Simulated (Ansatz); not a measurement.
# Gd: the cost of one run

All numbers are computed with Ansatz 0.2.0, driven from Python. Level of theory: DFT PBEsol+D4, plane waves, PAW.

### Step 1. Starting point

The structure is cubic, space group Fm-3m (No. 225). Conventional cell: a = 5.172 Å, b = 5.172 Å, c = 5.172 Å, α = 90.00°, β = 90.00°, γ = 90.00°. Gd (site symmetry m-3m) has 12 Gd at 3.66 Å as nearest neighbours.

The script reads gd.xyz:

```xyz
1
Lattice="0.0 2.58581909 2.58581909 2.58581909 0.0 2.58581909 2.58581909 2.58581909 0.0" Properties=species:S:1:pos:R:3:initial_magmoms:R:1 pbc="T T T"
Gd    0.00000000    0.00000000    0.00000000  7.00
```

### Step 2. The script

gd_smear.py reads:

```python
"""Smearing width test for Gd."""

import csv

import ansatz as az


def main() -> None:
    structure = az.Crystal.from_extxyz("gd.xyz")

    calculation = structure.calculation()
    calculation = calculation.spin(az.SpinTreatment.COLLINEAR).functional("pbesol", dispersion="D4")
    calculation = calculation.basis(450)
    calculation = calculation.kpoints(length=20)

    rows = []
    for value in [0.25, 0.15, 0.1, 0.05, 0.025]:
        r = calculation.occupations("gaussian", width=value).run(threads=1, pin="off").report
        rows.append((value, r["free_energy_ev"] / len(r["lattice"]["sites"]), r["n_iterations"], r["magnetization_mub"], r["n_kpoints"]))

    with open("smear.csv", "w", newline="") as handle:
        writer = csv.writer(handle)
        writer.writerow(["width (eV)", "F/atom (eV)", "iterations", "moment (muB)", "k-points"])
        writer.writerows([round(v, 5) if isinstance(v, float) else v for v in row] for row in rows)

    # the last row is the reference
    for row in rows[:-1]:
        shift = 1000 * (row[1] - rows[-1][1])
        print(f"{row[0]}: {shift:+.2f} meV/atom" + ("  (within 5 meV)" if abs(shift) < 5 else ""))


if __name__ == "__main__":
    main()
```

### Step 3. The calls as engine input

The package turns the script's settings into the engine's input (first run):

```yaml
crystal:
  lattice:
    - [0.0, 2.58581909, 2.58581909]
    - [2.58581909, 0.0, 2.58581909]
    - [2.58581909, 2.58581909, 0.0]
  atoms:
    - { symbol: Gd, position: [0.0, 0.0, 0.0], spin: 7.0 }
basis:
  ecutwfc: 450.0
kpoints:
  mp_grid:
    grid: [7, 7, 7]
hamiltonian:
  xc: pbesol
  dispersion: d4
magnetization:
  spin_polarized: true
scf:
  occupations:
    method: gaussian
    width: 0.25
```

### Step 4. The run

Run with:

```bash
$ python gd_smear.py
```

What time and memory should one allow on 1 thread of AMD EPYC 7R13 (Zen 3), shared host?

About 19 s, with a peak of 0.42 GiB.
